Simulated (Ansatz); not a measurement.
**GeH₂OS (SMILES [OH][Ge][SH]): one structure at several levels**

The task here is to estimate one member of a computed series from the others.

The runs use Ansatz 0.2.0, Gaussian basis; single points in def2-TZVPP.

Cores are frozen in the correlated methods. Filled d shells of the heavier atoms are correlated.

## The starting structure

5 atoms, charge 0, spin multiplicity 1.

Atoms are counted from 1 here; the program's logs count them from 0.

Bond lengths: O1–Ge2 1.764 Å, O1–H4 0.919 Å, Ge2–S3 2.410 Å, S3–H5 1.293 Å. Angles: Ge2–O1–H4 143.2°, O1–Ge2–S3 91.5°, Ge2–S3–H5 99.8°.

As a file:

| atom | x (Å) | y (Å) | z (Å) |
| --- | --- | --- | --- |
| O1 | -1.19450 | -1.05060 | 0.28930 |
| Ge2 | -1.03050 | 0.67760 | -0.02240 |
| S3 | 1.36120 | 0.47520 | -0.24370 |
| H4 | -0.71600 | -1.81700 | 0.45840 |
| H5 | 1.65650 | 1.69340 | -0.56260 |

The first run:

The input, run/in.yaml:

```yaml
crystal:
  periodic: [false, false, false]
  atoms:
    - {symbol: O, position_ang: [-1.194500, -1.050600, 0.289300]}
    - {symbol: Ge, position_ang: [-1.030500, 0.677600, -0.022400]}
    - {symbol: S, position_ang: [1.361200, 0.475200, -0.243700]}
    - {symbol: H, position_ang: [-0.716000, -1.817000, 0.458400]}
    - {symbol: H, position_ang: [1.656500, 1.693400, -0.562600]}
basis:
  gaussian: {orbitals: def2-TZVPP}
correlation: {method: ccsd_t}
output: {forces: true}
```

The command line of these runs was not kept.

Among the steps run: CCSD(T)/def2-TZVPP; PBE0-D4/def2-TZVPP; wB97M-V/def2-TZVPP; r2SCAN-D4/def2-TZVPP; PBE-D4/def2-TZVPP; r2SCANh-D4/def2-TZVPP; LC-wPBE/def2-TZVPP.

One of the session's tables, all rows but one given; the rest of the session is left out.

```
    method  RMS force component (eV/Å)  angle to CCSD(T) forces (°)  dipole (D)
   CCSD(T)                       1.275                    reference        1.11
   PBE0-D4                       1.252                          2.6        1.18
   wB97M-V                       1.242                          2.0        1.36
 r2SCAN-D4                       1.268                          3.5        1.01
    PBE-D4                           ?                            ?           ?
r2SCANh-D4                       1.249                          2.6        1.08
   LC-wPBE                       1.330                          6.0        1.37
```

Estimate the missing values for PBE-D4.

**Answer.** RMS force component (eV/Å): 1.338; angle to CCSD(T) forces (°): 12.6; dipole (D): 1.01. In the column «RMS force component (eV/Å)» it is the highest.
